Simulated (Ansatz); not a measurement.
## CAs (charge +1): a ladder of basis sets, step by step

With Ansatz's Python interface.

The cells in order, each with its output:

In [1]:
```python
import warnings

import ansatz as az
```

In [2]:
```python
warnings.simplefilter("ignore", az.DeckWarning)

molecule = (
    az.Crystal.molecule()
    .atom("As", (0.0, 0.0, 0.0))
    .atom("C", (0.0, 0.0, 1.985))
)
```

In [3]:
```python
calc = (
    molecule.calculation()
    .functional("hf")
    .charge(1)
    .spin("collinear", total=2)
)
```

In [4]:
```python
energies = {}
for basis in ["cc-pVDZ", "cc-pVTZ"]:
    r = calc.basis(gaussian=basis).run(threads=1).report
    size = r["n_frozen"] + r["n_occupied"][0] + r["n_virtual"][0]
    energies[basis] = (r["reference_energy_ev"] / 27.211386246, r["free_energy_ev"] / 27.211386246)
    print(f"{basis:14s} {size:4d} orbitals  reference {energies[basis][0]:14.6f} Ha  total {energies[basis][1]:14.6f} Ha")
```
```text
cc-pVDZ          41 orbitals  reference   -2271.564131 Ha  total   -2271.564131 Ha
cc-pVTZ          73 orbitals  reference   -2271.645673 Ha  total   -2271.645673 Ha
```

In [5]:
```python
last = energies["cc-pVTZ"][1]
for basis, (_, total) in energies.items():
    print(f"{basis:14s} lies {27.211386 * (total - last):9.4f} eV above cc-pVTZ")
```
```text
cc-pVDZ        lies    2.2189 eV above cc-pVTZ
cc-pVTZ        lies    0.0000 eV above cc-pVTZ
```

Against cc-pVDZ: cc-pVTZ -81.5 mHa. The last step alone is -81.54 mHa. From the first set to the last the time grows from 5.0 to 12.1 s.

Reading the output:
- The drop along the ladder measures the basis error, and is no property of the molecule.
- The geometry is a force-field or estimated start, not a minimum of this method, and the last set is no limit. Much of the fall in a total is atomic energy, which cancels in bond and reaction energies.
- The run takes the species as open-shell (spin multiplicity 3), which needn't be its ground state.
- The expectation value of S² is noticeably off S(S+1) in at least one run, so that state is spin-contaminated.
- The spin state was assumed, and another may lie lower.
- Timing: 18 s on 1 thread of Arm Neoverse N1, with other jobs on the host, peak memory 0.19 GiB.
